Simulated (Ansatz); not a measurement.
# GeH3: the cost of one run

The runs use Ansatz 0.2.0; UKS PBE0-D4/def2-TZVP.

## Step 1: Where the work starts

SMILES `[GeH3]`, 4 atoms, charge 0, spin multiplicity 2.

Atoms are counted from 1 here; the program's logs count them from 0.

Bond lengths: Ge1–H2 1.555 Å, Ge1–H3 1.555 Å, Ge1–H4 1.555 Å. Angles: H2–Ge1–H3 110.5°, H2–Ge1–H4 110.5°, H3–Ge1–H4 110.5°.

Geometry (Å):

| atom | x (Å) | y (Å) | z (Å) |
| --- | --- | --- | --- |
| Ge1 | 0.2244 | -0.1317 | -0.2608 |
| H2 | 1.0593 | 0.1120 | 1.0284 |
| H3 | -0.8915 | -1.1822 | 0.0032 |
| H4 | -0.3922 | 1.2018 | -0.7707 |

## Step 3: Plan of the scan

- umbrella angle at Ge1 (between each of its bonds and their common axis; 90 is planar): 15 values from 60.3 to 119.7 °
- change of the bonds Ge1–H2, Ge1–H3, Ge1–H4, all alike: 15 values from −0.169 to 0.262 Å

Nothing else is relaxed (all other coordinates rigid). Energies count from the relaxed molecule at the same level. Points are written as (first, second).

(The set-up runs are not shown.)

## Step 4: The run at (73.0°, −0.015 Å)

input.yaml reads:

```yaml
crystal:
  periodic: [false, false, false]
  atoms:
    - { symbol: Ge, position_ang: [0.214178, -0.125673, -0.248945] }
    - { symbol: H, position_ang: [1.605848, -0.21767, 0.365486] }
    - { symbol: H, position_ang: [-0.321093, -1.495957, -0.647114] }
    - { symbol: H, position_ang: [0.172069, 0.858834, -1.411575] }
magnetization:
  spin_polarized: true
  initial_magnetization: 1
basis:
  gaussian: { orbitals: def2-TZVP }
hamiltonian:
  xc: pbe0
  dispersion: d4
output:
  forces: true
```

On the command line:

```console
$ ansatz run input.yaml --threads 1 --pin off --max-ram 2560MiB --backend cpu --events-out ev --progress --plain --runs-dir out
```

What time and memory should one allow on 1 thread of Arm Neoverse V1, shared host?

About 1.5 s, with a peak of 0.12 GiB.
